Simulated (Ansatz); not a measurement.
This script makes relaxations under a series of pressures of VRu, space group Pm-3m with Ansatz 0.2.0 through its Python package.

`vru.extxyz`
```text
2
Lattice="2.99 0.0 0.0 0.0 2.99 0.0 0.0 0.0 2.99" Properties=species:S:1:pos:R:3:initial_magmoms:R:1 pbc="T T T"
V     1.49500000    1.49500000    1.49500000  1.50
Ru    0.00000000    0.00000000    0.00000000  0.00
```

The script, `run_compress.py`:
```python
# -*- coding: utf-8 -*-
import logging
import sys
import warnings

import ansatz
import numpy as np

logging.basicConfig(stream=sys.stdout, format="%(levelname)s %(message)s")
logger = logging.getLogger("run")
logger.setLevel(logging.INFO)

def edges_and_angles(cell):
    cell = np.asarray(cell)
    a, b, c = np.linalg.norm(cell, axis=1)
    cosines = cell[1] @ cell[2] / (b * c), cell[0] @ cell[2] / (a * c), cell[0] @ cell[1] / (a * b)
    return (a, b, c, *np.degrees(np.arccos(cosines)))

warnings.simplefilter("ignore", ansatz.DeckWarning)

system = ansatz.Crystal.from_extxyz("vru.extxyz")

setup = (
    system.calculation()
    .occupations("fermi_dirac")
    .scf(tolerance=1e-10)
    .kpoints(spacing=0.2)
    .spin("collinear")
    .pseudopotentials("paw")
    .functional("PBEsol")
)

rows = []
for pressure in [-2, 0, 2, 5, 10]:
    done = setup.relax(cell=True, pressure=pressure, force_tolerance=0.01).run(threads=1, backend="cpu")
    cell = done.lattice.cell_ang
    n_atoms = len(done.lattice.sites)
    volume = abs(np.linalg.det(cell)) / n_atoms
    enthalpy = done.report["free_energy_ev"] / n_atoms + pressure * volume / 160.21766
    rows.append((pressure, volume, enthalpy, *edges_and_angles(cell)))
    logger.info(f"{pressure} GPa done: {volume:.4f} A^3/atom")

logger.info(" P (GPa)  V (A^3/atom)  H (eV/atom)     a       b       c")
for row in rows:
    logger.info("{:8.1f} {:12.4f} {:14.5f} {:7.4f} {:7.4f} {:7.4f}".format(*row[:6]))
p, v = np.array([row[0] for row in rows], float), np.array([row[1] for row in rows])
print("mean bulk modulus between rows (GPa):", np.round(-np.diff(p) / np.diff(np.log(v)), 1))
```

Its results, one of them left out:

| P (GPa) | relaxed V (Å³/atom) |
| --- | --- |
| -2 | 13.228 |
| 0 | 13.128 |
| 2 | 13.034 |
| 5 | 12.899 |
| 10 | ? |

What volume does the cell relax to at 10 GPa?

Murnaghan's form V = V0 (1 + B' P / B0)^(-1/B') through the 4 rows shown gives V0 = 13.129 Å³, B0 = 270.7 GPa and B' = 5.28, and so 12.693 Å³ an atom at 10 GPa. The run gave 12.689 Å³, 0.03 % away.

Caveats:
- The SCF didn't keep the moments it started from (some shrank, vanished or turned); what is printed is the state reached.
- At a fixed pressure a relaxation lowers the enthalpy F + PV, while F alone can rise.
- The structure is a deposited one; some such entries were measured under pressure or heat, so a shift against it needn't be the functional's error alone.
- Symmetry holds the cell in this phase, whether or not it is the stable one at each pressure.
- The script silences the warnings on its input, which a real study should read.
- The whole script took 2.3 min on 1 thread of Arm Neoverse V1, on a shared host, peak memory 0.44 GiB.
